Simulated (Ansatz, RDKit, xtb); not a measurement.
**C4H4N2OS2: ranking a sample of isomers**

Which of a sample of isomers of C4H4N2OS2 is the most stable in the gas at 298.15 K, and what are its properties? The sample is small against all isomers, and the most stable one of this formula need not be in it.

The funnel: GFN2-xTB relaxations, single points with a density functional, relaxations at PBE0-D3(BJ)/def2-SVP, harmonic vibrations (at GFN2-xTB), and a last energy at a higher level. All values are calculated.

## 1. Possible bonding patterns

Isomers were taken from a list of plausible structures; this is a sample, not all of them. That gives 4 candidates.

| label | SMILES | spin |
| --- | --- | --- |
| c006 | OCC(=S)c1ncns1 | singlet |
| c079 | O=C[C@@H](S)c1ncns1 | singlet |
| c846 | O/C=C(/S)c1ncns1 | singlet |
| c940 | O/C=C(\S)c1ncns1 | singlet |

Candidates are built by distance geometry, with a force field where one applies, in up to four conformers (letters a to d).

Q: Predict the outcome of this search (final energies at CCSD(T)/def2-SVP + MP2/def2-TZVPP - MP2/def2-SVP).

| quantity | value |
| --- | --- |
| lowest structure found | O/C=C(/S)c1ncns1, singlet |
| next finalist | O=C[C@@H](S)c1ncns1, singlet, 5.6 kcal/mol higher in G |
| share at equilibrium, among the finalists | 100.0 % |

The lowest structure found is `O/C=C(/S)c1ncns1`. The margin of 5.6 kcal/mol over the next finalist is beyond the usual error of the last level; it says nothing of structures that weren't ranked. With 3 minima in the window unscreened, the next finalist need not be the second lowest, and margin and share hold for the finalists alone. GFN2-xTB, HF/STO-3G, r2SCAN-D4/def2-SVP, PBE0-D3(BJ)/def2-SVP, HF/def2-SVP and MP2/def2-SVP already put its bonding pattern lowest among the structures in one piece. 3 minima inside the window were never screened. The search is not exhaustive (a finite list of starts, one conformer a finalist), so a lower isomer can't be ruled out. Only 4 drawn patterns were tried, so whole families of isomers are missing, and the result ranks only the part of this sample that was screened.
